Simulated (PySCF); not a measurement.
# C3H4F2N2Si: the cost of one run

Programs: PySCF 2.14.0, with density-fitted response routines of our own. Each step states its level of theory. These are calculated values for one molecule in the gas phase, unless marked as measured. Atoms are numbered from 0 throughout.

## 1. The starting structure

12 atoms, charge 0, multiplicity 1; geometry from: GFN2-xTB.

Bonds of the start (Å): N0–C1 1.14, C1–C2 1.46, C2–F3 1.36, C2–F4 1.36, C2–C5 1.54, C5–N6 1.23, N6–Si7 1.73, C5–H8 1.09, Si7–H9 1.46, Si7–H10 1.46, Si7–H11 1.46.

## 2. TDDFT and polarisability: wB97X-D/def2-SVPD

Job settings and geometry (Å):

```
{"job": {"kind": "uv", "xc": "wB97X-D", "basis": "def2-SVPD", "nstates": 8, "ntriplets": 3}, "charge": 0, "multiplicity": 1}
N     -1.855283     2.065550    -0.743590
C     -1.681479     1.048140    -0.256764
C     -1.398052    -0.270860     0.304947
F     -2.534132    -1.013216     0.385735
F     -0.926664    -0.157147     1.576008
C     -0.371276    -0.983139    -0.599961
N      0.843439    -0.765354    -0.622170
Si     1.961192     0.287583     0.181834
H     -0.835004    -1.730787    -1.243127
H      2.585840     0.923286    -0.972791
H      1.406698     1.280810     1.101188
H      2.805919    -0.685550     0.862665
```

With the program's defaults for keys left out, this is: TDDFT wB97X-D/def2-SVPD, vertical, gas phase, core orbitals frozen in the response.

Command:

```
$ OMP_NUM_THREADS=1 python probes_run.py task.json out
```

The driver reads the jobs from task.json and runs them one after another.

Q: Estimate the wall time and peak memory of this job on 1 thread of Arm Neoverse V1, shared host.

About 35 s, with a peak of 0.86 GiB.
